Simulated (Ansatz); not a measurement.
Working through relaxations under a series of pressures of ScBC, space group P6_3/mmc

Program: Ansatz 0.2.0, Python API.

Notebook, run cell by cell (the value of a cell's last expression is shown):

```python
import ansatz
import numpy as np
```

```python
SETTINGS = {
    'functional': 'r2SCAN',
    'kmesh': (9, 9, 3),
    'filling': 'Fermi-Dirac',
    'smearing_width': 0.15,
}
```

```python
def edges_and_angles(cell):
    cell = np.asarray(cell)
    a, b, c = np.linalg.norm(cell, axis=1)
    cosines = cell[1] @ cell[2] / (b * c), cell[0] @ cell[2] / (a * c), cell[0] @ cell[1] / (a * b)
    return (a, b, c, *np.degrees(np.arccos(cosines)))
```

```python
scbc = (
    ansatz.Lattice.of((2.91614907, 0.0, 0.0), (-1.45807454, 2.52545918, 0.0), (0.0, 0.0, 7.31611414))
    .atom('Sc', (0.0, 0.0, 0.0))
    .atom('Sc', (0.0, 0.0, 0.5))
    .atom('B', (2 / 3, 1 / 3, 0.25))
    .atom('B', (1 / 3, 2 / 3, 0.75))
    .atom('C', (2 / 3, 1 / 3, 0.75))
    .atom('C', (1 / 3, 2 / 3, 0.25))
)
```

```python
base = (
    scbc.calculation()
    .functional(SETTINGS['functional'])
    .pseudopotentials('paw')
    .kpoints(*SETTINGS['kmesh'])  # the mesh must be finer for metals
    .occupations(SETTINGS['filling'], width=SETTINGS['smearing_width'])  # fractional filling near the Fermi level
)
```

```python
# H = F + PV, with 1 GPa A^3 = 1/160.21766 eV
rows = []
for pressure in [0, 10, 20, 30, 40]:
    outcome = base.relax(cell=True, pressure=pressure).run()
    cell = outcome.lattice.cell_ang
    n_atoms = len(outcome.lattice.sites)
    volume = abs(np.linalg.det(cell)) / n_atoms
    enthalpy = outcome.report['free_energy_ev'] / n_atoms + pressure * volume / 160.21766
    rows.append((pressure, volume, enthalpy, *edges_and_angles(cell)))
    print(f'{pressure} GPa done: {volume:.4f} A^3/atom')
```

    DeckWarning: basis.ecutwfc = 500 eV, auto-derived from the records' recommended cutoffs: set by Sc (their level for a meta-GGA)
    0 GPa done: 8.9365 A^3/atom
    10 GPa done: 8.5802 A^3/atom
    20 GPa done: 8.2835 A^3/atom
    30 GPa done: 8.0313 A^3/atom
    40 GPa done: 7.8107 A^3/atom

```python
print(' P (GPa)  V (A^3/atom)  H (eV/atom)     a       b       c')
for row in rows:
    print('{:8.1f} {:12.4f} {:14.5f} {:7.4f} {:7.4f} {:7.4f}'.format(*row[:6]))
p, v = np.array([row[0] for row in rows], float), np.array([row[1] for row in rows])
print('mean bulk modulus between rows (GPa):', np.round(-np.diff(p) / np.diff(np.log(v)), 1))
```

     P (GPa)  V (A^3/atom)  H (eV/atom)     a       b       c
         0.0       8.9365     -850.27504  2.9104  2.9104  7.3094
        10.0       8.5802     -849.72879  2.8793  2.8793  7.1704
        20.0       8.2835     -849.20280  2.8518  2.8518  7.0566
        30.0       8.0313     -848.69387  2.8273  2.8273  6.9608
        40.0       7.8107     -848.19967  2.8050  2.8050  6.8778
    mean bulk modulus between rows (GPa): [245.7 284.2 323.4 359.1]

The volume falls from 8.94 Å³ an atom at 0 GPa to 7.81 at 40 GPa, by 12.6 %. Between 0 and 10 GPa, -V dP/dV is about 246 GPa, a mean over that step.

Notes:
- Absolute energies stand on the zero of these potentials, so only differences at equal settings mean something.
- At a fixed pressure a relaxation lowers the enthalpy F + PV, while F alone can rise.
- The mesh is modest for a metal, so energies can be off by several to tens of meV an atom and pressures by half a GPa or more; differences at equal mesh fare better.
- This cell is a computed structure, which may not be the phase found in nature.
- Warnings are shown shortened and without file and line.
- Symmetry holds the cell in this phase, whether or not it is the stable one at each pressure.
- Hardware and time: 2 min on 1 thread of Arm Neoverse V1, on a shared host, peak memory 0.5 GiB.
